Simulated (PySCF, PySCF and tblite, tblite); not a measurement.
# C₆H₈O₂Si: a path driven as rotation about a bond, and NMR exchange

How fast is rotation about a bond in C₆H₈O₂Si (`CC(=O)OC1=CC=C[SiH2]1`), and when do the exchanging lines merge?

Computed with tblite 0.8.0 (tight binding) and PySCF 2.14.0 (DFT, with response routines of our own); each step states its level. Atoms count from 0 throughout.

## 1. The molecule as given

17 atoms, charge 0, multiplicity 1; geometry from: force field or distance geometry start.

Bonds of the start (Å): C0–C1 1.51, C0–H10 1.09, C0–H11 1.09, C0–H9 1.09, C1–O2 1.23, C1–O3 1.37, C4–C5 1.36, C4–Si8 1.90, C5–C6 1.45, C5–H12 1.08, C6–C7 1.34, C6–H13 1.08, C7–H14 1.09, C7–Si8 1.89, O3–C4 1.42, Si8–H15 1.48, Si8–H16 1.49.

## 2. GFN2-xTB relaxation, start minimum

The job: settings as JSON, then the geometry in Å.

```
{"job": {"xc": "GFN2-xTB", "basis": "xTB", "kind": "relax"}, "charge": 0, "multiplicity": 1}
C      3.328600    -0.208400    -0.198900
C      1.895300    -0.602400     0.062200
O      1.585300    -1.694500     0.539100
O      1.069100     0.430900    -0.291300
C     -0.337500     0.362900    -0.145200
C     -1.123100     1.403000    -0.517200
C     -2.547700     1.222400    -0.335500
C     -2.905900     0.034100     0.182200
Si    -1.401700    -1.065000     0.507500
H      3.447000    -0.001400    -1.259100
H      3.573900     0.671500     0.397000
H      3.984300    -1.027900     0.085100
H     -0.735000     2.331400    -0.909300
H     -3.245100     2.001000    -0.598500
H     -3.915300    -0.304200     0.394300
H     -1.430400    -2.247900    -0.373400
H     -1.248900    -1.293400     1.967700
```

The run is started by

```
OMP_NUM_THREADS=1 python ens_run.py task.json out
```

The driver reads the study from task.json and runs its stages one after another.

The program printed:

```text
step      E/eV     max force
  0    -727.58775    2.371
  1    -727.65668    2.039
  2    -727.70265    0.671
  3    -727.72702    0.541
  4    -727.76843    0.725
  5    -727.78762    0.430
  6    -727.80698    0.324
  7    -727.81550    0.328
  8    -727.82290    0.264
  9    -727.82980    0.227
 10    -727.83643    0.228
 11    -727.84250    0.241
 12    -727.84873    0.219
 13    -727.85575    0.269
 14    -727.86401    0.333
 15    -727.87288    0.270
 16    -727.88032    0.201
 17    -727.88584    0.230
 18    -727.89076    0.210
 19    -727.89554    0.194
 20    -727.90022    0.206
 21    -727.90512    0.177
 22    -727.91031    0.183
 23    -727.91558    0.192
 24    -727.92035    0.197
 25    -727.92417    0.203
 26    -727.92712    0.154
 27    -727.92938    0.121
 28    -727.93103    0.125
 29    -727.93246    0.132
 30    -727.93394    0.112
 31    -727.93534    0.110
 32    -727.93636    0.082
 33    -727.93692    0.056
 34    -727.93717    0.031
 35    -727.93729    0.025
 36    -727.93735    0.017
 37    -727.93739    0.016
 38    -727.93742    0.016
 39    -727.93746    0.016
 40    -727.93750    0.016
 41    -727.93754    0.013
 42    -727.93756    0.010
 43    -727.93758    0.009
 44    -727.93759    0.007
 45    -727.93759    0.004
 46    -727.93759    0.002
 47    -727.86995    1.130
 48    -727.91434    0.618
 49    -727.93188    0.404
 50    -727.93548    0.188
 51    -727.93665    0.104
 52    -727.93736    0.075
 53    -727.93757    0.047
 54    -727.93776    0.036
 55    -727.93786    0.022
 56    -727.93790    0.013
 57    -727.93791    0.011
 58    -727.93793    0.009
 59    -727.93794    0.008
 60    -727.93795    0.008
 61    -727.93796    0.005
 62    -727.93796    0.005
 63    -727.93797    0.005
 64    -727.93797    0.006
 65    -727.93797    0.005
 66    -727.93797    0.003
 67    -727.93798    0.004
 68    -727.93798    0.004
 69    -727.93798    0.003
```

It took 0.27 s on 1 thread of Intel Xeon Platinum 8259CL at 2.50GHz, shared host.

Gain 0.350 eV; displacement 0.24 Å root mean square.

## 3. Relaxed scan, rotation

The job: settings as JSON, then the geometry in Å.

```
{"job": {"xc": "GFN2-xTB", "basis": "xTB", "coordinate": [["t", [0, 1, 3, 4], 0.5], ["t", [2, 1, 3, 4], 0.5]], "kind": "drive"}, "charge": 0, "multiplicity": 1}
C      3.226154    -0.331007    -0.153825
C      1.744180    -0.483957     0.037245
O      1.210844    -1.481849     0.476666
O      1.071455     0.594060    -0.339924
C     -0.295086     0.505306    -0.205221
C     -1.144379     1.484662    -0.534314
C     -2.538991     1.152327    -0.299857
C     -2.792132    -0.062147     0.204976
Si    -1.179093    -1.026932     0.473735
H      3.457434    -0.428027    -1.213376
H      3.543183     0.655265     0.174364
H      3.749224    -1.105528     0.398299
H     -0.857999     2.444028    -0.938708
H     -3.296091     1.886663    -0.539169
H     -3.800384    -0.383826     0.406732
H     -1.145059    -2.177355    -0.420138
H     -0.972592    -1.245617     1.899586
```

The program printed:

```text
point  coordinate     E/eV
  0    103.600     -727.89332
  1    118.000     -727.76959
  2    132.600     -727.58359
  3    147.800     -727.38274
  4    163.500     -727.23206
  5    179.100     -727.15645
  6    194.600     -727.15660
  7    209.900     -727.19943
  8    224.900     -727.25369
  9    239.700     -727.29517
 10    254.500     -727.31382
 11    269.300     -727.30903
```

It took 7.3 s on 1 thread of Intel Xeon Platinum 8259CL at 2.50GHz, shared host.

The highest point is number 5, 17.0 kcal/mol above the first.

## 4. Nudged elastic band, leg 1

The job, as its differences from that of step 3:

```diff
@@ -1,2 +1,2 @@
-{"job": {"xc": "GFN2-xTB", "basis": "xTB", "coordinate": [["t", [0, 1, 3, 4], 0.5], ["t", [2, 1, 3, 4], 0.5]], "kind": "drive"}, "charge": 0, "multiplicity": 1}
+{"job": {"xc": "GFN2-xTB", "basis": "xTB", "kind": "neb"}, "charge": 0, "multiplicity": 1}
 C      3.226154    -0.331007    -0.153825
```

The program printed:

```text
image   E - E0 / eV
  0       0.0000
  1       0.1242
  2       0.4678
  3       0.7884
  4       0.6530
  5       0.6001
  6       0.5820
```

It took 7.2 s on 1 thread of Intel Xeon Platinum 8259CL at 2.50GHz, shared host; peak memory 0.2 GiB.

The highest point is number 3, 18.2 kcal/mol above the first.

## 5. Saddle search, leg 1

The job: settings as JSON, then the geometry in Å.

```
{"job": {"xc": "GFN2-xTB", "basis": "xTB", "kind": "saddle"}, "charge": 0, "multiplicity": 1}
C      2.730236    -0.161357     0.327254
C      1.856700    -0.830596    -0.694731
O      1.945776    -1.964491    -1.057663
O      0.945513     0.035201    -1.243824
C     -0.261143     0.196842    -0.612521
C     -1.044448     1.259759    -0.856248
C     -2.292146     1.275604    -0.117830
C     -2.542264     0.235108     0.691368
Si    -1.133149    -1.003465     0.586160
H      3.319908     0.607960    -0.169075
H      2.101585     0.328012     1.069309
H      3.389287    -0.883033     0.799357
H     -0.785298     2.056815    -1.534652
H     -2.956216     2.120248    -0.235600
H     -3.437356     0.175223     1.286581
H     -1.465191    -2.266149    -0.063810
H     -0.371794    -1.181679     1.825926
```

The program printed:

```text
step      E/eV     max force
  0    -727.14958   0.0467
  1    -727.15161   0.1130
  2    -727.15026   0.0201
  3    -727.15160   0.0520
  4    -727.15070   0.0124
  5    -727.15152   0.0105
  6    -727.15262   0.0315
  7    -727.15188   0.0063
  8    -727.15248   0.0122
  9    -727.15293   0.0210
 10    -727.15317   0.0177
 11    -727.15341   0.0184
 12    -727.15345   0.0140
 13    -727.15345   0.0014
lowest wavenumbers (cm-1): -109.2 43.9 83.3 116.7 167.8 280.4
```

It took 9 s on 1 thread of Intel Xeon Platinum 8259CL at 2.50GHz, shared host; peak memory 0.2 GiB.

Point group C1; 1 imaginary mode, 109i cm⁻¹, carried by O2, O3, C0. It was not shown to link both ends.

## 6. Saddle search, leg 1

The job: settings as JSON, then the geometry in Å.

```
{"job": {"xc": "GFN2-xTB", "basis": "xTB", "kind": "saddle"}, "charge": 0, "multiplicity": 1}
C      2.780187    -0.154931     0.320284
C      1.841973    -0.853199    -0.621332
O      1.867526    -2.014208    -0.898896
O      0.953005     0.011725    -1.208361
C     -0.262676     0.197334    -0.599040
C     -1.036289     1.262577    -0.861591
C     -2.300033     1.282905    -0.148859
C     -2.574149     0.240112     0.649322
Si    -1.165114    -1.001986     0.578745
H      3.367634     0.566784    -0.245312
H      2.207240     0.395256     1.064537
H      3.437333    -0.873843     0.799078
H     -0.765245     2.059849    -1.535431
H     -2.954823     2.133873    -0.277001
H     -3.483851     0.183766     1.222207
H     -1.493545    -2.267492    -0.068363
H     -0.419174    -1.168522     1.830012
```

The program printed:

```text
step      E/eV     max force
  0    -727.15645   0.1877
  1    -727.15473   0.1012
  2    -727.15109   0.3534
  3    -727.15385   0.0579
  4    -727.15200   0.1223
  5    -727.15292   0.0280
  6    -727.15224   0.0223
  7    -727.15190   0.0764
  8    -727.15199   0.0188
  9    -727.15185   0.0277
 10    -727.15205   0.0281
 11    -727.15277   0.0251
 12    -727.15330   0.0657
 13    -727.15307   0.0091
 14    -727.15333   0.0212
 15    -727.15344   0.0193
 16    -727.15345   0.0010
lowest wavenumbers (cm-1): -109.2 43.9 83.0 116.5 167.8 280.4
```

It took 14 s on 1 thread of Intel Xeon Platinum 8259CL at 2.50GHz, shared host; peak memory 0.2 GiB.

Point group C1; 1 imaginary mode, 109i cm⁻¹, carried by O2, O3, C0. It was not shown to link both ends.

## 7. Shieldings, start: PBE/pcSseg-1 in chloroform

The job: settings as JSON, then the geometry in Å.

```
{"job": {"kind": "nmr", "xc": "PBE", "basis": "pcSseg-1", "solvent": "chloroform", "pop": false}, "charge": 0, "multiplicity": 1}
C      3.226154    -0.331007    -0.153825
C      1.744180    -0.483957     0.037245
O      1.210844    -1.481849     0.476666
O      1.071455     0.594060    -0.339924
C     -0.295086     0.505306    -0.205221
C     -1.144379     1.484662    -0.534314
C     -2.538991     1.152327    -0.299857
C     -2.792132    -0.062147     0.204976
Si    -1.179093    -1.026932     0.473735
H      3.457434    -0.428027    -1.213376
H      3.543183     0.655265     0.174364
H      3.749224    -1.105528     0.398299
H     -0.857999     2.444028    -0.938708
H     -3.296091     1.886663    -0.539169
H     -3.800384    -0.383826     0.406732
H     -1.145059    -2.177355    -0.420138
H     -0.972592    -1.245617     1.899586
```

The program printed:

```text
coarse grid: 15272 points
cycle   1  E = -672.4078694996  dE =  1.368e+00  |g| = 1.019e+00  |ddm| = 4.004e+00
cycle   2  E = -671.6611178034  dE =  7.468e-01  |g| = 2.138e+00  |ddm| = 2.333e+00
cycle   3  E = -672.5578843400  dE = -8.968e-01  |g| = 5.416e-01  |ddm| = 1.869e+00
cycle   4  E = -672.6168640269  dE = -5.898e-02  |g| = 1.339e-01  |ddm| = 4.694e-01
cycle   5  E = -672.6192680908  dE = -2.404e-03  |g| = 6.804e-02  |ddm| = 1.139e-01
cycle   6  E = -672.6202015794  dE = -9.335e-04  |g| = 1.416e-02  |ddm| = 5.378e-02
cycle   7  E = -672.6202337146  dE = -3.214e-05  |g| = 9.349e-03  |ddm| = 2.233e-02
cycle   8  E = -672.6202561727  dE = -2.246e-05  |g| = 2.125e-03  |ddm| = 9.823e-03
cycle   9  E = -672.6202571915  dE = -1.019e-06  |g| = 6.746e-04  |ddm| = 2.056e-03
final grid: 144568 points
cycle  10  E = -672.7205505944  dE =  5.639e-06  |g| = 2.180e-02  |ddm| = 4.193e-02
cycle  11  E = -672.7202122288  dE =  3.384e-04  |g| = 4.698e-02  |ddm| = 4.453e-02
cycle  12  E = -672.7206356168  dE = -4.234e-04  |g| = 6.143e-03  |ddm| = 3.362e-02
cycle  13  E = -672.7206433521  dE = -7.735e-06  |g| = 1.327e-03  |ddm| = 5.085e-03
cycle  14  E = -672.7206436439  dE = -2.917e-07  |g| = 4.006e-04  |ddm| = 1.016e-03
cycle  15  E = -672.7206436743  dE = -3.049e-08  |g| = 1.600e-04  |ddm| = 4.236e-04
cycle  16  E = -672.7206436801  dE = -5.736e-09  |g| = 5.247e-05  |ddm| = 1.640e-04
cycle  17  E = -672.7206436807  dE = -6.437e-10  |g| = 1.584e-05  |ddm| = 5.880e-05
converged SCF energy = -672.7206436807

GIAO shielding tensors (ppm)
atom      isotropic    diamagn.    paramagn.     s11        s22        s33       span
  0 C      159.896     248.978     -89.083    139.036    149.972    190.679     51.642
  1 C        7.021     253.494    -246.473    -83.387     35.105     69.346    152.733
  2 O      -79.559     407.024    -486.582   -337.129   -167.053    265.506    602.634
  3 O       52.659     402.973    -350.314    -99.882     25.017    232.842    332.724
  4 C       23.858     261.974    -238.117    -60.244     28.543    103.273    163.517
  5 C       55.163     252.287    -197.124    -37.690     58.721    144.458    182.148
  6 C       34.821     253.094    -218.272    -77.163     36.150    145.477    222.640
  7 C       46.576     262.519    -215.942    -61.012     34.708    166.033    227.045
  8 Si     404.294     882.267    -477.973    363.448    414.853    434.581     71.132
  9 H       28.985      27.253       1.732     25.781     27.200     33.973      8.193
 10 H       29.208      28.269       0.939     25.108     28.454     34.062      8.954
 11 H       29.417      26.499       2.918     25.094     28.347     34.809      9.715
 12 H       24.771      32.364      -7.593     22.639     23.324     28.350      5.710
 13 H       24.306      29.843      -5.537     22.890     23.086     26.943      4.053
 14 H       25.441      30.062      -4.621     24.048     25.510     26.766      2.718
 15 H       26.764      29.969      -3.204     22.630     26.207     31.455      8.825
 16 H       26.744      29.981      -3.237     22.628     26.178     31.426      8.798
```

Wall time 46 s (1 thread of Intel Xeon Platinum 8259CL at 2.50GHz, shared host); peak memory 0.79 GiB.

In short: HOMO -5.36 eV, LUMO -2.29 eV; dipole 2.75 D.

[end of part 1 of 2]
